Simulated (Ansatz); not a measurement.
Task: a short molecular-dynamics run of CH4Cl2Si, SMILES C[SiH](Cl)Cl, with Ansatz 0.2.0, Python API. Give the script and its output. Settings (for the species named): PBE, 6-31G* basis, multiplicity 1.

```yaml
atoms:
  - { symbol: C, position_ang: [-0.1394, 0.9462, -0.1216] }
  - { symbol: Si, position_ang: [0.0272, -0.8048, 0.1992] }
  - { symbol: Cl, position_ang: [1.9161, -1.1854, 0.7827] }
  - { symbol: Cl, position_ang: [-0.1678, -1.8733, -1.5174] }
  - { symbol: H, position_ang: [-1.1999, 1.2033, -0.5000] }
  - { symbol: H, position_ang: [-0.0164, 1.6035, 0.7668] }
  - { symbol: H, position_ang: [0.5344, 1.3491, -0.8963] }
  - { symbol: H, position_ang: [-0.8621, -1.2957, 1.2308] }
```

`md.py`
```python
'''A short Born-Oppenheimer trajectory of CH4Cl2Si.'''

import logging
import sys
import warnings

import ansatz as az
from ase import Atoms
import numpy as np

logging.basicConfig(stream=sys.stdout, format='[%(levelname)s] %(message)s')
log = logging.getLogger('ch4cl2si')
log.setLevel(logging.INFO)

SETTINGS = {
    'basis': '6-31G*',
    'functional': 'pbe',
    'n_steps': 30,
    'temperature_k': 200,
}


def main() -> None:
    warnings.simplefilter('ignore', az.DeckWarning)

    atoms = Atoms(['C', 'Si', 'Cl', 'Cl', 'H', 'H', 'H', 'H'], positions=[
        (-0.1394, 0.9462, -0.1216),
        (0.0272, -0.8048, 0.1992),
        (1.9161, -1.1854, 0.7827),
        (-0.1678, -1.8733, -1.5174),
        (-1.1999, 1.2033, -0.5),
        (-0.0164, 1.6035, 0.7668),
        (0.5344, 1.3491, -0.8963),
        (-0.8621, -1.2957, 1.2308),
    ])
    molecule = az.Crystal.molecule_from_ase(atoms)

    calculation = molecule.calculation().basis(gaussian=SETTINGS['basis']).functional(SETTINGS['functional'])
    symbols = [site.symbol for site in molecule.cartesian_sites]
    start = np.array([site.position_ang for site in molecule.cartesian_sites], dtype=float)
    rep = calculation.relax(force_tolerance=0.02).run(threads=1).report
    end = np.array(rep['positions_ang'])
    minimum = az.Crystal.molecule()
    for symbol, place in zip(symbols, end):
        minimum = minimum.atom(symbol, place.tolist())

    # dynamics from the relaxed geometry
    calculation = (
        minimum.calculation()
        .basis(gaussian=SETTINGS['basis'])
        .functional(SETTINGS['functional'])
        .md('nvt_nose_hoover', timestep=0.5, steps=SETTINGS['n_steps'], temperature=SETTINGS['temperature_k'], initial_velocities='maxwell_boltzmann', seed=48, thermostat_time=50)
    )
    frames = []
    outcome = calculation.session().plan().execute(on_event=lambda e: frames.append(e['data']) if e['event'] == 'md_step' else None)
    log.info('t (fs)   E_pot (eV)      E_kin (eV)   T (K)   d(0-1) (A)')
    for f in frames[::2]:
        xyz = np.array(f['positions_ang'])
        log.info(f'{f["time_fs"]:6.2f} {f["lagrangian_ev"]:14.5f} {f["e_kin_ev"]:10.5f} {f["temperature_k"]:8.1f} {np.linalg.norm(xyz[0] - xyz[1]):9.4f}')
    kept = np.array([f['conserved_ev'] for f in frames])
    log.info(f'conserved energy moves by at most {1000 * np.ptp(kept):.3f} meV')


if __name__ == '__main__':
    main()
```

```console
$ python md.py
[INFO] t (fs)   E_pot (eV)      E_kin (eV)   T (K)   d(0-1) (A)
[INFO]   0.00   -34010.81677    0.15511    200.0    1.8703
[INFO]   1.00   -34010.80623    0.14472    186.6    1.8640
[INFO]   2.00   -34010.78463    0.12349    159.2    1.8575
[INFO]   3.00   -34010.77270    0.11166    144.0    1.8511
[INFO]   4.00   -34010.77438    0.11308    145.8    1.8446
[INFO]   5.00   -34010.77273    0.11131    143.5    1.8386
[INFO]   6.00   -34010.75608    0.09490    122.4    1.8332
[INFO]   7.00   -34010.73153    0.07070     91.2    1.8287
[INFO]   8.00   -34010.71419    0.05360     69.1    1.8256
[INFO]   9.00   -34010.71235    0.05179     66.8    1.8237
[INFO]  10.00   -34010.72107    0.06042     77.9    1.8232
[INFO]  11.00   -34010.72628    0.06566     84.7    1.8239
[INFO]  12.00   -34010.71848    0.05823     75.1    1.8257
[INFO]  13.00   -34010.70591    0.04620     59.6    1.8282
[INFO]  14.00   -34010.70672    0.04726     60.9    1.8312
[INFO]  15.00   -34010.72295    0.06347     81.8    1.8346
[INFO] conserved energy moves by at most 0.660 meV
```

Reading the output:
- Total energies depend on the basis set; only differences at equal settings carry meaning.
- The trajectory is only some femtoseconds long, so its temperature is not equilibrated; where the script doesn't relax first, it starts from a rough generated geometry.
- The temperature counts the internal degrees of freedom alone.
- Run time: 86 s on 1 thread of Arm Neoverse V2, on a shared host, peak memory 0.2 GiB.
